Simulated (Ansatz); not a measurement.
# CsSi2: the cost of one run

Program: Ansatz 0.2.0. Level of theory: DFT PBE, scalar-relativistic, plane waves, PAW. These are calculated values, not measurements.

## Step 1: The starting structure

The structure is orthorhombic, space group Pnnm (No. 58). Conventional cell: a = 5.286 Å, b = 6.452 Å, c = 4.028 Å, α = 90.00°, β = 90.00°, γ = 90.00°. Cs (site symmetry 2/m) is surrounded by 6 Si at 2.66 to 2.68 Å. Si (site symmetry m) is surrounded by 1 Si at 2.63 Å and 3 Cs at 2.66 to 2.68 Å.

Coordinates:

```cif
data_structure
_symmetry_space_group_name_H-M 'P 1'
_symmetry_Int_Tables_number 1
_cell_length_a 5.2863
_cell_length_b 6.4519
_cell_length_c 4.0277
_cell_angle_alpha 90.000
_cell_angle_beta 90.000
_cell_angle_gamma 90.000
_cell_volume 137.37
loop_
_atom_site_label
_atom_site_type_symbol
_atom_site_fract_x
_atom_site_fract_y
_atom_site_fract_z
_atom_site_occupancy
Cs1 Cs 0.00000 0.00000 0.00000 1
Cs2 Cs 0.50000 0.50000 0.50000 1
Si1 Si 0.20040 0.37870 0.00000 1
Si2 Si 0.79960 0.62130 0.00000 1
Si3 Si 0.70040 0.12130 0.50000 1
Si4 Si 0.29960 0.87870 0.50000 1
```

This is candidate A: marcasite type (Pnnm, No. 58).

(A quick probe on a coarse mesh, which set the mesh and smearing, is not shown.)

## Step 3: A loose first relaxation (candidate A)

Input file input.yaml:

```yaml
crystal:
  lattice:
    - [5.2863389386, 0.0, 0.0]
    - [0.0, 6.4519358786, 0.0]
    - [0.0, 0.0, 4.0277321202]
  atoms:
    - { symbol: Cs, position: [0.0, 0.0, 0.0] }
    - { symbol: Cs, position: [0.5, 0.5, 0.5] }
    - { symbol: Si, position: [0.2004, 0.3787, 0.0] }
    - { symbol: Si, position: [0.7996, 0.6213, 0.0] }
    - { symbol: Si, position: [0.7004, 0.1213, 0.5] }
    - { symbol: Si, position: [0.2996, 0.8787, 0.5] }
basis:
  ecutwfc: 420
kpoints:
  mp_grid: { grid: [4, 4, 4] }
hamiltonian:
  xc: pbe
scf:
  occupations: { method: gaussian, width: 0.1 }
  lower_state_search: "off"
output:
  forces: true
  stress: true
  eigenvalues: true
relax:
  adjacent_minimum: "off"
  f_tol: 0.04
  max_steps: 70
  cell: { stress_tol: 0.4 }
```

Started as:

```bash
> ansatz run input.yaml --threads 1 --pin off --max-ram 2560MiB --backend cpu --events-out ev --progress --plain --runs-dir out
```

Q: Estimate wall time and peak memory on 1 thread of Arm Neoverse V1, shared host.

About 3.2 min, with a peak of 0.49 GiB.
